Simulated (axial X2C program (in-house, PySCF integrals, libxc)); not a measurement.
# HTiH: bond lengths and stretches, held linear

An exercise on one series of results from a longer session: the logs are not shown, and one member is left open.

The runs use an in-house X2C program for linear molecules on PySCF integrals; all-electron X2C, two-component (2c) or spin-free, H dyall-v3z, Ti dyall-v3z.

All values are calculated.

2 further runs of the same task are left out: 2 set aside as unsound or not needed.

Set-up of the first run:

task.json

```json
{"zs": [1, 22, 1], "q": 0, "bas": ["dyall-v3z", "dyall-v3z", "dyall-v3z"], "r0": [1.68, 1.68], "symm": 1, "scan": ["PBE0", "HF", "B3LYP"], "levels": ["PBE0", "HF", "LDA"], "nst": 2}
```

Keys: zs atomic numbers; q charge; bas basis sets; r0 starting distance in Å; symm equal bonds; scan levels of the two-bond scan (MP2 follows by itself at each HF point); levels methods; nst determinants followed.

Started as:

```console
$ python solin.py task.json out
```

Masses H 1.008, Ti 47.948, H 1.008 u.

Steps of the session up to this table: Scan at PBE0, 2c; Scan at HF, 2c; Scan at B3LYP, 2c.

One table of the session follows, with a row left open; its other results are not shown here.

| level | r(H–Ti) (Å) | r(Ti–H) (Å) | lower stretch (cm⁻¹) | upper stretch (cm⁻¹) |
| --- | --- | --- | --- | --- |
| PBE0, 2c | 1.830 | 1.830 | 1478.3 | 1561.6 |
| HF, 2c | 1.872 | 1.872 | 1483.1 | 1529.5 |
| B3LYP, 2c | 1.829 | 1.829 | 1473.5 | 1560.8 |
| MP2, 2c | 1.814 | 1.814 | 1544.7 | 1612.3 |
| PBE0, spin-free | 1.830 | 1.830 | 1479.0 | 1562.1 |
| HF, spin-free | ? | ? | ? | ? |
| B3LYP, spin-free | 1.829 | 1.829 | 1474.2 | 1561.3 |
| MP2, spin-free | 1.814 | 1.814 | 1545.6 | 1613.2 |

Estimate the missing values for HF, spin-free.

As computed: r(H–Ti) (Å): 1.871; r(Ti–H) (Å): 1.871; lower stretch (cm⁻¹): 1483.9; upper stretch (cm⁻¹): 1530.3. In the column «r(H–Ti) (Å)» it lies between PBE0, spin-free (1.830) and HF, 2c (1.872).

Scans not shown above were run alike.

To keep in mind: The molecule was held linear; bending was not examined, so a bent shape may lie lower. Note: functional without a current term on a determinant with orbital currents, of the molecule or an atom.
